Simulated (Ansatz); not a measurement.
**ClGeH₂S radical: small, medium and large basis sets**

An exercise on one series of results from a longer session: the logs are not shown, and one member is left open.

Method: one geometry, several basis sets; program: Ansatz 0.2.0, Gaussian basis.

The runs, in order: PBE0-D4/def2-SVP; ωB97M-V/def2-SVP; PBE0-D4/def2-QZVPP; ωB97M-V/def2-QZVPP; the functionals' def2-TZVPP values are taken from earlier runs.

### The relaxed structure

All runs share one geometry, relaxed beforehand with PBE0-D4 in a triple-zeta def2 set.

5 atoms, charge 0, spin multiplicity 2.

Atoms are counted from 1 here; the program's logs count them from 0.

Bond lengths: S1–Ge2 2.217 Å, S1–H4 1.344 Å, Ge2–Cl3 2.167 Å, Ge2–H5 1.553 Å. Angles: Ge2–S1–H4 93.9°, S1–Ge2–Cl3 110.3°, S1–Ge2–H5 105.8°, Cl3–Ge2–H5 107.3°.

The first run:

in.yaml reads:

```yaml
crystal:
  periodic: [false, false, false]
  atoms:
    - {symbol: S, position_ang: [-1.509889, 0.444975, 0.252908]}
    - {symbol: Ge, position_ang: [0.454465, -0.577132, 0.354024]}
    - {symbol: Cl, position_ang: [1.716849, 0.052887, -1.291114]}
    - {symbol: H, position_ang: [-1.733007, 0.086351, -1.022550]}
    - {symbol: H, position_ang: [1.121481, -0.080680, 1.665232]}
basis:
  gaussian: {orbitals: def2-SVP}
magnetization: {spin_polarized: true, initial_magnetization: 1}
hamiltonian: {xc: pbe0, dispersion: d4}
output: {orbitals: {seedname: orbitals}}
```

Steps of the session up to this table: PBE0-D4 in def2-SVP; ωB97M-V in def2-SVP; PBE0-D4 in def2-QZVPP; ωB97M-V in def2-QZVPP.

One table of the session follows, with a row left open; its other results are not shown here.

It belongs to the step «Functionals by basis». 

| functional | basis | HOMO (eV) | LUMO (eV) |
| --- | --- | --- | --- |
| PBE0-D4 | def2-SVP | -6.45 | -3.44 |
| PBE0-D4 | def2-TZVPP | -6.57 | -3.53 |
| PBE0-D4 | def2-QZVPP | -6.60 | -3.57 |
| ωB97M-V | def2-SVP | -8.36 | -1.58 |
| ωB97M-V | def2-TZVPP | ? | ? |
| ωB97M-V | def2-QZVPP | -8.55 | -1.82 |

Estimate the missing values for ωB97M-V, def2-TZVPP.

**Answer.** HOMO (eV): -8.51; LUMO (eV): -1.74. In the column «HOMO (eV)» it lies between ωB97M-V, def2-QZVPP (-8.55) and ωB97M-V, def2-SVP (-8.36).
